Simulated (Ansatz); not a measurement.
# F2H2Si2: the cost of one run

Method: RKS r2SCAN/STO-3G, in Ansatz 0.2.0.

**1. The structure to begin with**

Bond lengths: F1–Si2 1.615 Å, Si2–F3 1.615 Å, Si2–Si4 2.219 Å, Si4–H5 1.477 Å, Si4–H6 1.477 Å. Angles: F1–Si2–F3 95.4°, F1–Si2–Si4 114.3°, F3–Si2–Si4 114.0°, Si2–Si4–H5 110.7°, Si2–Si4–H6 110.8°, H5–Si4–H6 100.7°.

Coordinates:

```xyz
6

F     1.8923   -1.1641    0.4229
Si    0.3733   -0.9919   -0.0966
F    -0.2699   -2.0142    0.9755
Si   -0.4109    1.0786    0.0486
H     0.2325    1.9520   -0.9530
H    -1.8173    1.1395   -0.3974
```

**2. Preparing the start**

input.yaml reads:

```yaml
crystal:
  periodic: [false, false, false]
  atoms:
    - { symbol: F, position_ang: [1.89232, -1.16405, 0.4229] }
    - { symbol: Si, position_ang: [0.3733, -0.99194, -0.09657] }
    - { symbol: F, position_ang: [-0.26993, -2.01419, 0.9755] }
    - { symbol: Si, position_ang: [-0.41094, 1.07863, 0.04857] }
    - { symbol: H, position_ang: [0.23251, 1.95202, -0.95304] }
    - { symbol: H, position_ang: [-1.81727, 1.13953, -0.39736] }
basis:
  gaussian: { orbitals: STO-3G }
hamiltonian:
  xc: r2scan
relax:
  f_tol: 0.02
  max_steps: 40
scf:
  lower_state_search: "off"
```

Launch:

```
> ansatz run input.yaml --threads 1 --pin off --max-ram 2048MiB --backend cpu --events-out ev --progress --plain --runs-dir out
```

**Question.** How long does this run take on 1 thread of Arm Neoverse N1, shared host, and how much memory does it need?

About 15 s, with a peak of 0.099 GiB.
